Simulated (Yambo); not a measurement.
# PbO (Litharge) (P4/nmm) in Yambo: further runs

One crystal, PbO (Litharge), is run at these levels: PBE; tasks: G0W0 quasiparticle levels.

Everything below comes from runs of Yambo 5.3.0. Logs are shortened: lines on timing, memory, paths and dates and some standing lists are left out, and cuts for length are marked.

**1. The crystal as given**

It takes space group P4/nmm (No. 129, tetragonal). Conventional cell: a = 3.990 Å, b = 3.990 Å, c = 5.010 Å, α = 90.00°, β = 90.00°, γ = 90.00°. Around Pb (site symmetry 4mm) lie 4 O at 2.33 Å. O (site symmetry -4m2) has 4 Pb at 2.33 Å as nearest neighbours.

**2. G0W0 quasiparticle levels, PBE**

g0w05.in

```
gw0
dyson
el_el_corr
rim_cut
HF_and_locXC
ppa
em1d
RandQpts= 1000000
RandGvec= 50 RL
EXXRLvcs= 40 Ry
VXCRLvcs= 40 Ry
Chimod= "HARTREE"
% BndsRnXp
 1 | 120 |
%
NGsBlkXp= 12 Ry
% LongDrXp
 1 | 1 | 1 |
%
PPAPntXp= 27.21138 eV
% GbndRnge
 1 | 120 |
%
GTermKind= "BG"
DysSolver= "n"
ExtendOut
% QPkrange
 1 | 1 | 20 | 21 |
 16 | 16 | 20 | 21 |
%
```

scf.in

```
&CONTROL
  calculation = 'scf'
  prefix = 'pwscf'
  outdir = './tmp'
  pseudo_dir = './pseudo'
/
&SYSTEM
  ibrav = 0
  nat = 4
  ntyp = 2
  ecutwfc = 84
  nbnd = 28
  occupations = 'smearing'
  smearing = 'fd'
  degauss = 0.00367493
  force_symmorphic = .true.
/
&ELECTRONS
  conv_thr = 8d-10
  electron_maxstep = 120
  mixing_beta = 0.5
/
ATOMIC_SPECIES
Pb   207.2000 Pb.upf
O     15.9990 O.upf
CELL_PARAMETERS angstrom
   3.9900000000    0.0000000000    0.0000000000
   0.0000000000    3.9900000000    0.0000000000
   0.0000000000    0.0000000000    5.0100000000
ATOMIC_POSITIONS angstrom
Pb     1.9950000000    0.0000000000    3.8076000000
Pb     0.0000000000    1.9950000000    1.2024000000
O      1.9950000000    1.9950000000    0.0000000000
O      0.0000000000    0.0000000000    0.0000000000
K_POINTS automatic
8 8 6 0 0 0
```

nscf.in

```
&CONTROL
  calculation = 'nscf'
  prefix = 'pwscf'
  outdir = './tmp'
  pseudo_dir = './pseudo'
/
&SYSTEM
  ibrav = 0
  nat = 4
  ntyp = 2
  ecutwfc = 84
  nbnd = 120
  occupations = 'fixed'
  force_symmorphic = .true.
/
&ELECTRONS
  conv_thr = 1d-08
  diago_full_acc = .true.
  diago_thr_init = 1d-06
/
ATOMIC_SPECIES
Pb   207.2000 Pb.upf
O     15.9990 O.upf
CELL_PARAMETERS angstrom
   3.9900000000    0.0000000000    0.0000000000
   0.0000000000    3.9900000000    0.0000000000
   0.0000000000    0.0000000000    5.0100000000
ATOMIC_POSITIONS angstrom
Pb     1.9950000000    0.0000000000    3.8076000000
Pb     0.0000000000    1.9950000000    1.2024000000
O      1.9950000000    1.9950000000    0.0000000000
O      0.0000000000    0.0000000000    0.0000000000
K_POINTS automatic
4 4 4 0 0 0
```

Potentials or basis: PseudoDojo 0.4.1 SR PBE standard.

Started as:

```sh
OMP_NUM_THREADS=1 pw.x -in scf.in > scf.out
OMP_NUM_THREADS=1 pw.x -in nscf.in > nscf.out
cd tmp/pwscf.save; p2y; mv SAVE ../..; cd ../..
OMP_NUM_THREADS=1 yambo
mkdir -p g0w05; ln -s $PWD/g0w00/ndb.pp* g0w05/
mkdir -p g0w05; ln -s $PWD/g0w00/ndb.RIM g0w05/
OMP_NUM_THREADS=1 yambo -F g0w05.in -J g0w05 -C g0w05_out
```

Yambo's report:

```text
[... sections 02.01 to 02.04 as in the set-up run ...]

  [02.05] Energies & Occupations
  ==============================

  [X] === General ===
  [X] Electronic Temperature                        :  0.000000  0.000000 [eV K]
  [X] Bosonic    Temperature                        :  0.000000  0.000000 [eV K]
  [X] Finite Temperature mode                       : no
  [X] El. density                                   :  0.50151E+24 [cm-3]
  [X] Fermi Level                                   :  8.807510 [eV]

  [X] === Gaps and Widths ===
  [X] Conduction Band Min                           :  1.145071 [eV]
  [X] Valence Band Max                              :  0.000000 [eV]
  [X] Filled Bands                                  :  20
  [X] Empty Bands                                   :   21  120
  [X] Direct Gap                                    :  2.082759 [eV]
  [X] Direct Gap localized at k                     :  16
  [X] Indirect Gap                                  :  1.145071 [eV]
  [X] Indirect Gap between kpts                     :   1  16
  [X] Last valence band width                       :  1.632167 [eV]
  [X] 1st conduction band width                     :  2.395114 [eV]

 [03] Transferred momenta grid and indexing
 ==========================================

 IBZ Q-points                                      :  18
 BZ  Q-points                                      :   64

 K/Q-points units:
 rlu = crystal or reduced units; cc = cartesian coordinates; iku = interal k-units

 Q [ 1]         [rlu]:  0.000000  0.000000  0.000000
 Q [ 2]         [rlu]:  0.000000  0.000000  0.250000
 Q [ 3]         [rlu]:  0.000000  0.000000 -0.500000
 Q [ 4]         [rlu]:  0.000000  0.250000  0.000000
 Q [ 5]         [rlu]:  0.000000  0.250000  0.250000
 Q [ 6]         [rlu]:  0.000000  0.250000 -0.500000
 Q [ 7]         [rlu]:  0.000000 -0.500000  0.000000
 Q [ 8]         [rlu]:  0.000000 -0.500000  0.250000
 Q [ 9]         [rlu]:  0.000000 -0.500000 -0.500000
 Q [10]         [rlu]:  0.250000  0.250000  0.000000
 Q [11]         [rlu]:  0.250000  0.250000  0.250000
 Q [12]         [rlu]:  0.250000  0.250000 -0.500000
 Q [13]         [rlu]:  0.250000 -0.500000  0.000000
 Q [14]         [rlu]:  0.250000 -0.500000  0.250000
 Q [15]         [rlu]:  0.250000 -0.500000 -0.500000
 Q [16]         [rlu]: -0.500000 -0.500000  0.000000
 Q [17]         [rlu]: -0.500000 -0.500000  0.250000
 Q [18]         [rlu]: -0.500000 -0.500000 -0.500000

 [04] Coloumb potential Random Integration (RIM)
 ===============================================

 Summary of Coulomb integrals for non-metallic bands |Q|[au] RIM/Bare

 Q [1] 0.100000E-4 0.979293 * Q [2] 0.165914 0.951704
 Q [4] 0.208328 1.089583 * Q [5] 0.266323 1.045120
 Q [10] 0.294621 1.068425 * Q [3] 0.331828 0.995105
 Q [11] 0.338125 1.039204 * Q [6] 0.391804 1.009145
 Q [7] 0.416656 1.027631 * Q [12] 0.443747 1.012418
 Q [8] 0.448475 1.021050 * Q [13] 0.465836 1.024232
 Q [14] 0.494500 1.019046 * Q [9] 0.532647 1.011604
 Q [15] 0.571938 1.011252 * Q [16] 0.589241 1.015784
 Q [17] 0.612154 1.013499 * Q [18] 0.676251 1.009506

 [05] Dipoles
 ============

  [05.01] Setup: observables and procedures
  =========================================

  [WARNING] [x,Vnl] slows the Dipoles computation. To neglect it rename the ns.kb_pp file
  [WF-Oscillators/G space/Transverse up loader] Normalization (few states)  min/max  :  0.10766E-16   1.0000

  [WR./g0w05//ndb.dipoles]--------------------------------------------------------
   Brillouin Zone Q/K grids (IBZ/BZ)                :   18   64   18   64
   RL vectors                                       :   8593 [WF]
   Fragmentation                                    : yes
   Electronic Temperature                           :  0.000000 [K]
   Bosonic    Temperature                           :  0.000000 [K]
   DIP band range                                   :    1  120
   DIP band range limits                            :  20  21
   DIP e/h energy range                             : -1.000000 -1.000000 [eV]
   RL vectors in the sum                            :   8593
   [r,Vnl] included                                 : yes
   Bands ordered                                    : yes
   Direct v evaluation                              : no
   Approach used                                    : G-space v
   Dipoles computed                                 : R V P [G-space]
   Wavefunctions                                    : Perdew, Burke & Ernzerhof(X)+Perdew, Burke & Ernzerhof(C)

 [06] Dynamic Dielectric Matrix (PPA)
 ====================================

 [07] Local Exchange-Correlation + Non-Local Fock
 ================================================

 [VXC] Plane waves :  2339
 [EXS] Plane waves :  2339

 QP @ state[ 1 ] K range:  1  1
 QP @ state[ 1 ] b range:  20  21
 QP @ state[ 2 ] K range:  16  16
 QP @ state[ 2 ] b range:  20  21

 [xc] Functional : Perdew, Burke & Ernzerhof(X)+Perdew, Burke & Ernzerhof(C)
 [xc] LIBXC used to calculate xc functional
  PP Number of Atomic Species                      :  2
  NLCC RL compoments                               :   55959
  PP Number of Atomic Species                      :  2
  NLCC RL compoments                               :   55959
 [WR./g0w05//ndb.HF_and_locXC]---------------------------------------------------
  Brillouin Zone Q/K grids (IBZ/BZ)                :   18   64   18   64
  RL vectors                                       :   8593 [WF]
  Fragmentation                                    : no
  Electronic Temperature                           :  0.000000 [K]
  Bosonic    Temperature                           :  0.000000 [K]
  Green`s function   wavefunctions                 : Perdew, Burke & Ernzerhof(X)+Perdew, Burke & Ernzerhof(C)
  Total number of QP states                        :   4
  Exchange RL vectors                              :  2339
  Exchange summation bands                         :  20
  RIM RL components                                :   57
  RIM random points                                :  1000000

 [xc] E_xc :  -21.80058 [Ha]
      E_xc :  -43.60117 [Ry]

  Local XC kind (lXC) : Perdew, Burke & Ernzerhof(X)+Perdew, Burke & Ernzerhof(C)
  Non-Local XC kind (nlXC) : Hartree-Fock

  Corrections @ K [1] :  [eV]
 <20|nlXC|20> = -20.13772  0.36655E-17 <20|lXC|20> = -17.53696 -0.18882E-15
 <21|nlXC|21> = -8.659402 -0.15798E-17 <21|lXC|21> = -11.70636  0.47204E-16

  Corrections @ K [16] :  [eV]
 <20|nlXC|20> = -24.83878  0.13166E-17 <20|lXC|20> = -20.23975 -0.94408E-16
 <21|nlXC|21> = -6.856018 -0.44645E-17 <21|lXC|21> = -9.530131 -0.47204E-16

 [08] Dyson equation: Newton solver
 ==================================

 [WARNING] Response block size in GW reduced to 387     RL (6122    mHa)

  [08.01] G0W0 (W PPA)
  ====================

  [  GW  ] Bands range     :    1  120
  [GW/PPA] G damping       :  0.100000 [eV]

  QP @ state[ 1 ] K range:  1  1
  QP @ state[ 1 ] b range:  20  21
  QP @ state[ 2 ] K range:  16  16
  QP @ state[ 2 ] b range:  20  21

   Current Q-pt index             :  1
   :: PP condition fails/total    :  0.310238
   :: Time ordering fails/rest    :  0.500305
   :: Mean rel dev of PP cond     :  0.310248
   Current Q-pt index             :  2
   :: PP condition fails/total    :  0.305337
   :: Time ordering fails/rest    :  0.499745
   :: Mean rel dev of PP cond     :  0.305351
   Current Q-pt index             :  3
   :: PP condition fails/total    :  0.301531
   :: Time ordering fails/rest    :  0.500225
   :: Mean rel dev of PP cond     :  0.301545
   Current Q-pt index             :   4
   :: PP condition fails/total    :  0.313616
   :: Time ordering fails/rest    :  0.500034
   :: Mean rel dev of PP cond     :  0.313629
   Current Q-pt index             :   5
   :: PP condition fails/total    :  0.305898
   :: Time ordering fails/rest    :  0.499918
   :: Mean rel dev of PP cond     :  0.305909
   Current Q-pt index             :   6
   :: PP condition fails/total    :  0.303948
   :: Time ordering fails/rest    :  0.500091
   :: Mean rel dev of PP cond     :  0.303959
[... 25 lines left out ...]
   :: PP condition fails/total    :  0.298860
   :: Time ordering fails/rest    :  0.499938
   :: Mean rel dev of PP cond     :  0.298872
   Current Q-pt index             :  14
   :: PP condition fails/total    :  0.299181
   :: Time ordering fails/rest    :  0.500052
   :: Mean rel dev of PP cond     :  0.299192
   Current Q-pt index             :  15
   :: PP condition fails/total    :  0.298353
   :: Time ordering fails/rest    :  0.499976
   :: Mean rel dev of PP cond     :  0.298362
   Current Q-pt index             :  16
   :: PP condition fails/total    :  0.302666
   :: Time ordering fails/rest    :  0.500062
   :: Mean rel dev of PP cond     :  0.302677
   Current Q-pt index             :  17
   :: PP condition fails/total    :  0.298473
   :: Time ordering fails/rest    :  0.499967
   :: Mean rel dev of PP cond     :  0.298485
   Current Q-pt index             :  18
   :: PP condition fails/total    :  0.290754
   :: Time ordering fails/rest    :  0.500202
   :: Mean rel dev of PP cond     :  0.290766

  [08.02] QP properties and I/O
  =============================

  Legend (energies in eV)
  - B  : Band       - Eo  : bare energy
  - E  : QP energy  - Z   : Renormalization factor
  - So : Sc(Eo)     - S   : Sc(E)
  - dSp: Sc derivative precision

  - lXC: Local XC (Perdew, Burke & Ernzerhof(X)+Perdew, Burke & Ernzerhof(C))
  -nlXC: non-Local XC (Hartree-Fock)

  QP [eV] @ K [1] (iku):  0.000000  0.000000  0.000000
   B=20 Eo=  0.00 E= -0.32 E-Eo= -0.32 Re(Z)=0.79 Im(Z)=-0.130582E-2 nlXC= -20.1377 lXC= -17.5370 So=  2.19824
   B=21 Eo=  2.40 E=  2.33 E-Eo= -0.07 Re(Z)=0.83 Im(Z)=-0.122392E-2 nlXC= -8.65940 lXC= -11.7064 So= -3.13306

  QP [eV] @ K [16] (iku): -0.500000 -0.500000  0.000000
   B=20 Eo= -0.94 E= -0.98 E-Eo= -0.05 Re(Z)=0.75 Im(Z)=-0.152975E-2 nlXC= -24.8388 lXC= -20.2398 So=  4.53826
   B=21 Eo=  1.15 E=  0.99 E-Eo= -0.16 Re(Z)=0.83 Im(Z)=-0.105227E-2 nlXC= -6.85602 lXC= -9.53013 So= -2.86592

  [WR./g0w05//ndb.QP]-------------------------------------------------------------
   Lattice constants                                :  7.540007  7.540007  9.467528
   Coulomb cutoff potential                         : none
   Electronic Temperature                           :  0.000000 [K]
   Bosonic    Temperature                           :  0.000000 [K]
   Green`s function   energies                      : Perdew, Burke & Ernzerhof(X)+Perdew, Burke & Ernzerhof(C)
   wavefunctions                                    : Perdew, Burke & Ernzerhof(X)+Perdew, Burke & Ernzerhof(C)
   PPA    diel. fun.  energies                      : Perdew, Burke & Ernzerhof(X)+Perdew, Burke & Ernzerhof(C)
   wavefunctions                                    : Perdew, Burke & Ernzerhof(X)+Perdew, Burke & Ernzerhof(C)
   QP tot states                                    :   4
   GW solver                                        : Newton
   GW approximation                                 : PPA
   PPA imaginary Energy                             :  27.21138 ev
   RIM G`s                                          :   57
   RIM random pts                                   :  1000000
   dS/dw steps                                      :  2
   dS/dw step                                       :  0.100000 ev
   X G`s                                            :   387 used
   X G`s                                            :   387 disk
   X bands                                          :    1  120
   X poles                                          :  100.0000 o/o
   X e/h E range                                    : -1.000000 -1.000000 ev
   X Hxc Kernel                                     : HARTREE
   X BZ energy Double Grid                          : no
   X Optical Averaged directions                    : none
   Sc/G bands                                       :    1  120
   Sc/G damping                                     :  0.100000 ev
   Sc bands terminator                              : yes
   Sc terminator kind                               : BG
   Sc Terminator pole                               :  40.81708
   Sx RL components                                 :  2339

   QP @ state[ 1 ] K range                          :  1  1
   QP @ state[ 1 ] b range                          :  20  21
   QP @ state[ 2 ] K range                          :  16  16
   QP @ state[ 2 ] b range                          :  20  21
   GF energies kind                                 : Perdew, Burke & Ernzerhof(X)+Perdew, Burke & Ernzerhof(C)
   GF WF`s kind                                     : Perdew, Burke & Ernzerhof(X)+Perdew, Burke & Ernzerhof(C)
   Xs energies kind                                 : Perdew, Burke & Ernzerhof(X)+Perdew, Burke & Ernzerhof(C)
   Xs WF`s kind                                     : Perdew, Burke & Ernzerhof(X)+Perdew, Burke & Ernzerhof(C)
```

Results:

- Band gap on the k mesh, mean-field level: 1.15 eV, indirect (least direct gap 2.08 eV)
- Quasiparticle gap: 1.30 eV
- Least direct quasiparticle gap: 1.97 eV
- Quasiparticle gap at Γ: 2.65 eV
- Band gap of the same states before the correction: 1.15 eV

Quasiparticle terms (eV):
| k point | band | Kohn-Sham level | Vxc | Σx | Σc | Z | result |
| --- | --- | --- | --- | --- | --- | --- | --- |
| (0.000, 0.000, 0.000) | 20 | 0.00 | -17.54 | -20.14 | 2.20 | 0.79 | -0.32 |
| (0.000, 0.000, 0.000) | 21 | 2.40 | -11.71 | -8.66 | -3.13 | 0.83 | 2.33 |
| (-0.500, -0.500, 0.000) | 20 | -0.94 | -20.24 | -24.84 | 4.54 | 0.75 | -0.98 |
| (-0.500, -0.500, 0.000) | 21 | 1.15 | -9.53 | -6.86 | -2.87 | 0.83 | 0.99 |

Caveat: the potentials hold a filled d shell without the s and p states of that shell, which can shift GW gaps by tenths of an eV, either way; this version prints the column dSc/dw multiplied by 27.2; the terminator is approximate in this version, by hundredths of an eV; spin-orbit coupling is left out, which as a rule narrows the gap of such compounds by several tenths of an eV.

(Part 1 of 2 ends here.)
